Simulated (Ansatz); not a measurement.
# Al2O3: the cost of one run

Computed with Ansatz 0.2.0 (DFT r2SCAN, scalar-relativistic, plane waves, PAW, unless a step's input says otherwise).

## Step 1: The system as given

The structure is trigonal, space group R-3c (No. 167). The conventional cell has a = 4.760 Å, b = 4.760 Å, c = 12.996 Å, α = 90.00°, β = 90.00°, γ = 120.00°. Al (site symmetry 3) is surrounded by 6 O at 1.85 to 1.97 Å. O (site symmetry 2) is surrounded by 4 Al at 1.85 to 1.97 Å.

As a file:

```
CELL_PARAMETERS angstrom
2.38025 1.37424 4.33187
-2.38025 1.37424 4.33187
0.00000 -2.74848 4.33187
ATOMIC_POSITIONS crystal
Al 0.35216 0.35216 0.35216
Al 0.14784 0.14784 0.14784
Al 0.64784 0.64784 0.64784
Al 0.85216 0.85216 0.85216
O 0.55668 0.94332 0.25000
O 0.25000 0.55668 0.94332
O 0.94332 0.25000 0.55668
O 0.44332 0.05668 0.75000
O 0.75000 0.44332 0.05668
O 0.05668 0.75000 0.44332
```

The structure rests on an entry of the Crystallography Open Database; cell or positions may have been set otherwise for this series.

## Step 2: Relaxing the atoms: Al2O3, no spin

The input, input.yaml:

```yaml
crystal:
  lattice:
    - [2.38025, 1.3742379782, 4.3318666667]
    - [-2.38025, 1.3742379782, 4.3318666667]
    - [0.0, -2.7484759565, 4.3318666667]
  atoms:
    - { symbol: Al, position: [0.35216, 0.35216, 0.35216] }
    - { symbol: Al, position: [0.14784, 0.14784, 0.14784] }
    - { symbol: Al, position: [0.64784, 0.64784, 0.64784] }
    - { symbol: Al, position: [0.85216, 0.85216, 0.85216] }
    - { symbol: O, position: [0.55668, 0.94332, 0.25] }
    - { symbol: O, position: [0.25, 0.55668, 0.94332] }
    - { symbol: O, position: [0.94332, 0.25, 0.55668] }
    - { symbol: O, position: [0.44332, 0.05668, 0.75] }
    - { symbol: O, position: [0.75, 0.44332, 0.05668] }
    - { symbol: O, position: [0.05668, 0.75, 0.44332] }
scf:
  occupations: { method: fixed }
output:
  forces: true
  stress: true
hamiltonian:
  xc: r2scan
kpoints:
  mp_grid: { grid: [5, 5, 5] }
relax:
  f_tol: 0.002
```

On the command line:

```
$ ansatz run input.yaml --threads 8 --pin off --max-ram 20480MiB --backend cpu --events-out ev --progress --plain --runs-dir out
```

**Question.** How long does this run take on 8 threads of Arm Neoverse N1, shared host, and how much memory does it need?

About 7.8 s, with a peak of 0.72 GiB.
